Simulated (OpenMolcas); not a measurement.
# Yb³⁺ among point charges: CASSCF levels and susceptibility

Aim: the splitting of the states of Yb³⁺ in the field of 4 point charges, its lowest levels with spin-orbit coupling and its magnetic susceptibility.

Program: OpenMolcas 26.06. Level of theory: state-averaged CASSCF, spin-orbit coupling by RASSI with atomic mean-field integrals. These are calculated values, not measurements, unless marked.

## Step 1: What is computed

```
Species                           : Yb³⁺ (ytterbium, Z = 70, 67 electrons)
Basis                             : ANO-RCC-VDZP [7s6p4d2f1g], 68 functions
Scalar Hamiltonian                : DKH2, point nucleus
Inactive shells                   : 1s 2s 2p 3s 3p 3d 4s 4p 4d 5s 5p
Active space                      : 13 electrons in 7 orbitals (4f)
Some configurations of this space : 4f¹³
Orbitals                          : optimised for the highest spin of each parity, averaged over all roots
```

The outer shells:

4f13
```
4f [↑↓][↑↓][↑↓][↑↓][↑↓][↑↓][↑ ]
```

The ion sits among 4 point charges of -1 e arranged as a tetrahedron (Td), 2.22 Å from the ion.

The work runs as a chain of OpenMolcas steps in one folder; each step below is one input file. Labels, J, g values, rates, χT and fits are worked out afterwards by a script from the matrices that RASSI stores.

## Step 2: Basis and integrals

Contents of a.inp:

```
&GATEWAY
Coord
1

Yb 0.0 0.0 0.0
Basis=ANO-RCC-VDZP
Group=NoSym
NoMove
AngMom=0.0 0.0 0.0
AMFI
XField
4 Angstrom 0
1.281718 1.281718 1.281718 -1.000000
1.281718 -1.281718 -1.281718 -1.000000
-1.281718 1.281718 -1.281718 -1.000000
-1.281718 -1.281718 1.281718 -1.000000
&SEWARD
```

Command:

```
> OMP_NUM_THREADS=1 MOLCAS_MEM=2252 MOLCAS_PROJECT=a pymolcas a.inp > a.log
```

## Step 3: Reference wave functions, doublets, 7 roots

Contents of a.inp:

```
&RASSCF
FileOrb=start.orb
Symmetry=1
Spin=2
nActEl=13 0 0
Inactive=27
Ras2=7
CIRoot=7 7 1
SDav=7
CIMx=300
Iter=120 100
PrWF=0.3
OrbListing=Nothing
MaxOrb=0
>>> COPY $Project.JobIph JOB001
```

start.orb holds the contracted functions of the basis, ordered by shell, or the orbitals of the step before.

## Step 4: RASSI: spin-orbit coupling between the states

Contents of a.inp:

```
&RASSI
NrOfJobIphs=1 7
1 2 3 4 5 6 7
IphNames
JOB001
EJob
SpinOrbit
DIPRint=1.0
SOCoupling=1000.0
Subsets=2
Property=9
'ANGMOM' 1 'ANGMOM' 2 'ANGMOM' 3 'MLTPL  1' 1 'MLTPL  1' 2 'MLTPL  1' 3
'AMFI' 1 'AMFI' 2 'AMFI' 3
SOProperty=3
'ANGMOM' 1 'ANGMOM' 2 'ANGMOM' 3
```

Q: Predict the outcome of this session. Wanted: spin-free ground state; first state of the same spin within the active space; lowest level; next level.

**Answer**, as computed:

```
                                            quantity                            value
                                              method                           CASSCF
                              spin-free ground state  2A1, 1-fold in its orbital part
first state of the same spin within the active space                  2T1 at 153 cm⁻¹
                                        lowest level  2-fold Γ6, g = 3.44, 3.44, 3.44
                                          next level                       114.0 cm⁻¹
                                         χT at 300 K                   2.55 cm³ K/mol
                           effective moment at 300 K                          4.52 μB
```

What this shows: The spin-free ground state (2A1) comes to 100 % from free-ion F terms and keeps the highest spin of the shell. This is an electrostatic model: the charges have no orbitals.
